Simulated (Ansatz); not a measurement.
**BH3OSSi: small, medium and large basis sets**

The task here is to estimate one member of a computed series from the others.

Computed with Ansatz 0.2.0, Gaussian basis. Level: one geometry, several basis sets.

The runs, in order: PBE0-D4/def2-SVP; ωB97M-V/def2-SVP; PBE0-D4/def2-QZVPP; ωB97M-V/def2-QZVPP; the functionals' def2-TZVPP values are taken from earlier runs.

### The relaxed structure

The geometry comes from an earlier relaxation with PBE0-D4 in a triple-zeta def2 set; it is a stationary point, not always the lowest conformer.

SMILES `B1O[SiH2]S1`, 7 atoms, charge 0, spin multiplicity 1.

Atoms are counted from 1 here; the program's logs count them from 0.

Bond lengths: B1–O2 1.373 Å, B1–S4 1.847 Å, B1–H5 1.190 Å, O2–Si3 1.680 Å, Si3–S4 2.127 Å, Si3–H6 1.480 Å, Si3–H7 1.480 Å. Angles: O2–B1–S4 110.0°, O2–B1–H5 124.5°, S4–B1–H5 125.6°, B1–O2–Si3 94.2°, O2–Si3–S4 87.4°, O2–Si3–H6 112.1°, O2–Si3–H7 112.1°, S4–Si3–H6 116.2°, S4–Si3–H7 116.2°, H6–Si3–H7 110.9°, B1–S4–Si3 68.4°.

Set-up of the first run:

in.yaml reads:

```yaml
crystal:
  periodic: [false, false, false]
  atoms:
    - {symbol: B, position_ang: [-1.081999, 0.082021, -0.679460]}
    - {symbol: O, position_ang: [0.186969, 0.523617, -0.959917]}
    - {symbol: Si, position_ang: [0.840556, -0.062007, 0.472434]}
    - {symbol: S, position_ang: [-1.105556, -0.768609, 0.959530]}
    - {symbol: H, position_ang: [-2.021085, 0.231349, -1.395353]}
    - {symbol: H, position_ang: [1.372835, 1.023587, 1.325563]}
    - {symbol: H, position_ang: [1.869380, -1.097958, 0.231603]}
basis:
  gaussian: {orbitals: def2-SVP}
hamiltonian: {xc: pbe0, dispersion: d4}
output: {orbitals: {seedname: orbitals}}
```

On the command line:

```
ansatz run in.yaml --threads 2 --pin off --events-out ev --progress --plain --max-ram 4352MiB
```

Steps of the session up to this table: PBE0-D4 in def2-SVP; ωB97M-V in def2-SVP; PBE0-D4 in def2-QZVPP; ωB97M-V in def2-QZVPP.

One of the session's tables, all rows but one given; the rest of the session is left out.

It belongs to the step «Functionals by basis». 

```
functional       basis  HOMO (eV)
   PBE0-D4    def2-SVP      -7.91
   PBE0-D4  def2-TZVPP      -7.98
   PBE0-D4  def2-QZVPP      -8.00
   ωB97M-V    def2-SVP          ?
   ωB97M-V  def2-TZVPP     -10.12
   ωB97M-V  def2-QZVPP     -10.15
```

**Question.** Estimate the row for ωB97M-V, def2-SVP.

As computed: HOMO (eV): -10.01. In the column «HOMO (eV)» it lies between ωB97M-V, def2-TZVPP (-10.12) and PBE0-D4, def2-QZVPP (-8.00).
